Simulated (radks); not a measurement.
# Zr³³⁺ in [He] 2s2 2p3: an all-electron calculation

What are the levels of the zirconium ion Zr33+, how large are its shells, and how does its energy divide?

The numbers are computed with radks (a radial shooting solver on a logarithmic mesh, Libxc functionals) version 1 (scalar-relativistic Kohn-Sham, r2SCAN, spin-polarised, spherical densities, finite nucleus; open shells are filled with parallel spins first), except any that are marked as measured or tabulated.

**1. Starting point**

```
element            : zirconium (Z = 40)
charge             : +33
electrons          : 7
configuration      : [He] 2s2 2p3
nuclear rms radius : 4.2694 fm
```

The outer shells:

Zr³³⁺
```
[He] core
2s [↑↓]
2p [↑ ][↑ ][↑ ]
```

**2. The run**

Settings of this run:

```text
Z 40
configuration [He] 2s2 2p3 3s0 3p0 3d0
relativity scalar-relativistic
functional r2scan,r2scan
spin polarised
nucleus finite rms 4.2694 fm
c 137.035999084
```

**Question.** What will this run give?

**Answer**, as computed:

```
                        quantity                      value
                    total energy        -2480.75811 hartree
exchange-correlation share of it                     2.04 %
                            −T/E                     1.0370
          highest occupied level          2p up, -4276.0 eV
    most extended occupied level  2s down, <r> = 0.156 bohr
 radius at density 0.001 e/bohr³                 0.541 bohr
    maxima of the radial density                          2
         ionisation energy, NIST        4300 (semi-emp.) eV
```

**Reading.** 2 principal shells are occupied and 2 maxima appear in the radial density. Relativity lifts −T/E to 1.037. The top level binds by 4276.0 eV, 99 % of the NIST ionisation energy of 4300 eV. Open shells are spherical and high-spin; term and fine-structure splittings are not resolved.
